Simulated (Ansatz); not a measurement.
I need energies of removing a hydrogen of FH6NSSi2, SMILES N[Si](F)([SiH3])S. Use the Ansatz DFT code, driven from Python. Use (for the species named): Hartree-Fock, 6-31G* basis, multiplicity 1.

```xyz
11

N    -0.1859    1.1654    1.3132
Si    0.0198    0.5836   -0.2641
F     1.0663    1.5835   -0.9207
Si    0.8107   -1.6055   -0.3556
S    -1.8496    0.8777   -1.2503
H     0.6766    1.4182    1.7112
H    -0.6376    2.1283    1.1876
H     1.0218   -2.0416   -1.7598
H    -0.2794   -2.5128    0.2796
H     2.0037   -1.7958    0.4399
H    -2.5811    0.1420   -0.3604
```

The script, `fh6nssi2.py`:
```python
"""X-H bond energies of FH6NSSi2 without relaxation."""

from dataclasses import dataclass
import logging
import sys

import ansatz

logging.basicConfig(stream=sys.stdout, format="%(name)s: %(message)s")
logger = logging.getLogger("run")
logger.setLevel(logging.INFO)


@dataclass(frozen=True)
class RunConfig:
    basis: str = "6-31G*"
    functional: str = "hf"


opts = RunConfig()


def energy_of(molecule, charge=0, unpaired=0):
    calc = molecule.calculation().basis(gaussian=opts.basis).functional(opts.functional)
    if charge:
        calc = calc.charge(charge)
    if unpaired:
        calc = calc.spin("collinear", total=unpaired)
    return calc.run(threads=1).report["free_energy_ev"]

def without(molecule, index):
    rest = ansatz.Crystal.molecule()
    for i, site in enumerate(molecule.cartesian_sites):
        if i != index:
            rest = rest.atom(site.symbol, site.position_ang)
    return rest


def main() -> None:
    geometry_ang = [
        ("N", (-0.1859, 1.1654, 1.3132)),
        ("Si", (0.0198, 0.5836, -0.2641)),
        ("F", (1.0663, 1.5835, -0.9207)),
        ("Si", (0.8107, -1.6055, -0.3556)),
        ("S", (-1.8496, 0.8777, -1.2503)),
        ("H", (0.6766, 1.4182, 1.7112)),
        ("H", (-0.6376, 2.1283, 1.1876)),
        ("H", (1.0218, -2.0416, -1.7598)),
        ("H", (-0.2794, -2.5128, 0.2796)),
        ("H", (2.0037, -1.7958, 0.4399)),
        ("H", (-2.5811, 0.142, -0.3604)),
    ]
    mol = ansatz.Crystal.molecule()
    for symbol, xyz in geometry_ang:
        mol = mol.atom(symbol, xyz)

    whole = energy_of(mol, 0)
    hydrogen = energy_of(ansatz.Crystal.molecule().atom("H", (0, 0, 0)), 0, 1)
    logger.info(f"E(molecule) = {whole:.5f} eV, E(H) = {hydrogen:.5f} eV")
    for index in [6, 9, 10]:
        radical = energy_of(without(mol, index), 0, 1)
        logger.info(f"H{index}: homolysis {(radical + hydrogen - whole):.3f} eV")
        anion = energy_of(without(mol, index), -1)
        logger.info(f"H{index}: loss of a proton {(anion - whole):.3f} eV")


if __name__ == "__main__":
    main()
```

```console
$ python fh6nssi2.py
run: E(molecule) = -30825.79367 eV, E(H) = -13.55761 eV
run: H6: homolysis 3.587 eV
run: H6: loss of a proton 16.795 eV
run: H9: homolysis 3.154 eV
run: H9: loss of a proton 16.392 eV
run: H10: homolysis 2.798 eV
run: H10: loss of a proton 14.743 eV
```

Caveats:
- Total energies depend on the basis set; only differences at equal settings carry meaning.
- The geometry is a force-field or estimated start, not a minimum of this method, and the basis set is short of its limit. All parts are taken at fixed geometry, without zero-point energy.
- Hartree-Fock leaves correlation out, so bond, atomisation and ionisation energies come out well too low.
- Anions want diffuse functions, which this basis lacks.
- Run time: 29 s on 1 thread of Arm Neoverse V1, on a shared host, peak memory 0.34 GiB.
